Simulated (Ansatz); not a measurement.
Relaxation of a periodic cell of 17 atoms, Si (host Si, host structure diamond, interstitial Si), to a largest force component of 0.03 eV/Å in at most 60 steps.

Theory: DFT LDA, scalar-relativistic, plane waves, PAW (Ansatz). Settings: PAW set soft_1, cutoff 420 eV, k mesh 2x2x2, gaussian smearing 0.02 eV, no spin polarisation.

```xyz
17
Lattice="0.0000 5.4300 5.4300 5.4300 0.0000 5.4300 5.4300 5.4300 0.0000" Properties=species:S:1:pos:R:3
Si 0.000 0.000 0.000
Si 1.357 1.357 1.357
Si 2.715 2.715 0.000
Si 4.072 4.072 1.357
Si 2.715 0.000 2.715
Si 4.072 1.357 4.072
Si 5.430 2.715 2.715
Si 6.787 4.072 4.072
Si 0.000 2.715 2.715
Si 1.357 4.072 4.072
Si 2.715 5.430 2.715
Si 4.072 6.787 4.072
Si 2.715 2.715 5.430
Si 4.072 4.072 6.787
Si 5.430 5.430 5.430
Si 6.787 6.787 6.787
Si 8.155 2.704 8.073
```

**Question.** Where does it end, and by what steps?

**Answer.** The run converged. The force dipped under the threshold on the way, but the program's further checks kept it going. Limits of this set-up: PAW files made for another functional, a small cell, in which the defect meets its images. After 3 steps the energy has fallen by 0.126 eV; Si17 moved furthest, 0.06 Å.

| step | energy less start (eV) | largest force component (eV/Å) | accepted |
| --- | --- | --- | --- |
| 0 | 0.0000 | 0.647 | yes |
| 1 | -0.1072 | 0.303 | yes |
| 2 | -0.1260 | 0.027 | yes |
| 3 | -0.1260 | 0.027 | yes |

```xyz
17
Lattice="0.0000 5.4300 5.4300 5.4300 0.0000 5.4300 5.4300 5.4300 0.0000" Properties=species:S:1:pos:R:3
Si 0.002 -0.002 -0.008
Si 1.336 1.335 1.332
Si 2.715 2.715 -0.038
Si 4.095 4.094 1.332
Si 2.714 -0.035 2.711
Si 4.093 1.337 4.088
Si 5.465 2.716 2.711
Si 6.783 4.077 4.075
Si -0.035 2.713 2.711
Si 1.340 4.090 4.087
Si 2.717 5.465 2.711
Si 4.077 6.783 4.074
Si 2.716 2.714 5.461
Si 4.076 4.075 6.781
Si 5.430 5.430 5.429
Si 6.785 6.784 6.781
Si 8.147 2.713 8.136
```

Whether the end is a true minimum wasn't checked by a vibrational analysis.

Run time: 17 s on 1 thread of Arm Neoverse V1, with other jobs on the host, peak memory 0.45 GiB.
